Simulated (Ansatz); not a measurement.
# Au3C: the cost of one run

Method: DFT PBE, scalar-relativistic, plane waves, PAW, in Ansatz 0.2.0.

The COD cell was measured well above room temperature, so it is larger than a cold one.

25 further runs of the same task are left out: 25 set aside as unsound or not needed.

## 1. The structure to begin with

Symmetry: P3m1, No. 156, trigonal system. Conventional cell: a = 2.940 Å, b = 2.940 Å, c = 21.897 Å, α = 90.00°, β = 90.00°, γ = 120.00°. Au (site symmetry 3m) is surrounded by 9 Au at 2.94 to 2.98 Å. Around Au (site symmetry 3m) lie 12 Au at 2.94 to 2.98 Å. Around Au (site symmetry 3m) lie 1 C at 1.91 Å. C (site symmetry 3m) is surrounded by 1 Au at 1.91 Å.

As a file:

```
Au C
1.0
     2.94020    0.00000    0.00000
    -1.47010    2.54629    0.00000
     0.00000    0.00000   21.89749
Au C
3 1
Direct
  0.66667 0.33333 0.18267
  0.33333 0.66667 0.29452
  0.00000 0.00000 0.40632
  0.00000 0.00000 0.49355
```

This is the geometry of the first run shown, built on a cell relaxed beforehand with the same method.

## 2. Plan of the line

Atoms count from 1 in the order of the input.

C is moved along a line over the surface and along the normal, above a rigid substrate.

- position of C4 along the long diagonal of the hexagonal surface cell, from above Au3: 9 values from 0.00 to 4.53 Å, periodic
- height of C4 above the plane of Au3: 8 values from 0.83 to 3.87 Å

Nothing else is relaxed. Points are written as (first, second).

## 3. The run at (0.00 Å, 1.91 Å)

A dipole layer in the vacuum cancels the field that periodic copies would set up if the slab's two faces differ.

Contents of input.yaml:

```yaml
crystal:
  lattice:
    - [2.9402049748, 0.0, 0.0]
    - [-1.4701024874, 2.5462922005, 0.0]
    - [0.0, 0.0, 21.897494772]
  atoms:
    - { symbol: Au, position: [0.6666666667, 0.3333333333, 0.1826692981] }
    - { symbol: Au, position: [0.3333333333, 0.6666666667, 0.2945190844] }
    - { symbol: Au, position: [0.0, 0.0, 0.4063247812] }
    - { symbol: C, position: [0.0, 0.0, 0.493549371] }
basis:
  ecutwfc: 420
kpoints:
  mp_grid: { grid: [9, 9, 1] }
hamiltonian:
  xc: pbe
scf:
  occupations: { method: gaussian, width: 0.1 }
output:
  forces: true
  eigenvalues: true
efield:
  axis: 3
  dipole_correction: true
  ramp_width: 0.04
```

The run is started by

```
$ ansatz run input.yaml --threads 1 --pin off --max-ram 3072MiB --backend cpu --events-out ev --progress --plain --runs-dir out
```

**Question.** How long does this run take on 1 thread of Intel Xeon Platinum 8488C (Sapphire Rapids), shared host, and how much memory does it need?

About 5.1 s, with a peak of 0.38 GiB.
